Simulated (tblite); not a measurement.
# F12Li12 ((LiF)12 cage of four- and six-membered rings): the cost of one run

Programs: tblite 0.8.0 and PySCF 2.14.0, with routines of our own; each step states its level. All values are computed. Atoms count from 0.

## 1. The starting structure

24 atoms, charge 0, multiplicity 1; geometry from: GFN2-xTB.

## 2. Md: GFN2-xTB Langevin dynamics

What the job is given:

```
{"job": {"kind": "md", "xc": "GFN2-xTB", "basis": "xTB", "temperature": 450, "steps": 1000, "every": 50, "frames": 3}, "charge": 0, "multiplicity": 1}
Li     0.436721     0.726567    -3.267207
F      1.749682     0.013744    -2.343771
Li     0.816544    -1.488596    -2.504862
F     -0.549735    -0.820118    -3.374483
Li    -1.586377     0.072343    -2.270982
F     -0.874114     1.680418    -2.597074
Li    -0.402997     2.311087    -1.100517
F      1.227401     2.126858    -0.426052
Li     1.672943     0.485516    -0.691357
F      1.839570    -0.555213     0.689142
Li     1.044343    -2.075081     0.470433
F      0.561144    -2.476924    -1.161966
Li    -1.047237    -2.074469    -0.469630
F     -1.841390    -0.553939    -0.688916
F     -0.564451    -2.476092     1.163078
Li    -1.673108     0.487120     0.691355
F     -1.226093     2.128084     0.425862
Li     0.404559     2.311372     1.100472
F      0.875577     1.680328     2.596683
Li     1.585972     0.071161     2.271467
Li    -0.817966    -1.487208     2.505884
F     -1.749941     0.016251     2.343829
Li    -0.436138     0.728183     3.267247
F      0.548351    -0.819635     3.375797
```

Method: GFN2-xTB Langevin dynamics, gas phase.

The run is started by

```bash
> OMP_NUM_THREADS=1 python large_run.py task.json out
```

One launch serves the whole session: the jobs run in the order shown.

Q: Estimate the wall time and peak memory of this first job on 1 thread of Intel Xeon Platinum 8488C, shared host.

About 28 s, with a peak of 0.17 GiB.
